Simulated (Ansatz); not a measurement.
# CdHClO: the cost of one run

Method: DFT PBE, plane waves, PAW, scalar-relativistic, no spin polarisation, in Ansatz 0.2.0.

## (1) Starting point

The cell holds 8 atoms (Cd2Cl2H2O2): a = 5.251 Å, b = 4.618 Å, c = 5.072 Å, α = 94.28°, β = 87.47°, γ = 92.80°.

Coordinates:

```
Cd O Cl H
1.0
     5.23093   -0.05885    0.46008
    -0.19976    4.60467    0.28269
    -0.22422   -0.69727    5.01922
Cd O Cl H
2 2 2 2
Direct
  0.20950 0.22770 0.31522
  0.94203 0.68415 0.98171
  0.68377 0.16375 0.06335
  0.01940 0.73219 0.48223
  0.66027 0.28698 0.62609
  0.42386 0.78118 0.65790
  0.74836 0.95762 0.34477
  0.50462 0.79912 0.05673
```

## (2) Dynamics

input.yaml reads:

```yaml
crystal:
  lattice:
    - [5.230933, -0.058855, 0.460077]
    - [-0.199757, 4.60467, 0.282691]
    - [-0.22422, -0.697267, 5.019224]
  atoms:
    - { symbol: Cd, position: [0.209496, 0.227698, 0.315221] }
    - { symbol: Cd, position: [0.94203, 0.684147, 0.981707] }
    - { symbol: O, position: [0.683768, 0.163754, 0.063347] }
    - { symbol: O, position: [0.019401, 0.732193, 0.482232] }
    - { symbol: Cl, position: [0.660269, 0.286978, 0.626095] }
    - { symbol: Cl, position: [0.423858, 0.781179, 0.657895] }
    - { symbol: H, position: [0.748363, 0.957618, 0.344771] }
    - { symbol: H, position: [0.504616, 0.79912, 0.056726] }
kpoints:
  mp_grid: { grid: [3, 3, 3] }
magnetization:
  spin_polarized: false
scf:
  occupations: { method: gaussian, width: 0.1 }
  convergence: { dr2_threshold: 1.0e-06 }
hamiltonian:
  pseudopotentials: { kind: paw }
  xc: pbe
basis:
  ecutwfc: "500 eV"
md:
  timestep: 0.5
  n_steps: 20
  ensemble: nve
  temperature: 100.0
  initial_velocities: maxwell_boltzmann
  seed: 353848
```

Command:

```bash
ansatz run input.yaml --threads 2 --pin off --max-ram 2560MiB --backend cpu --events-out ev --progress --plain --runs-dir out
```

Q: Estimate wall time and peak memory on 2 threads of Arm Neoverse V2, shared host.

About 50 s, with a peak of 0.45 GiB.
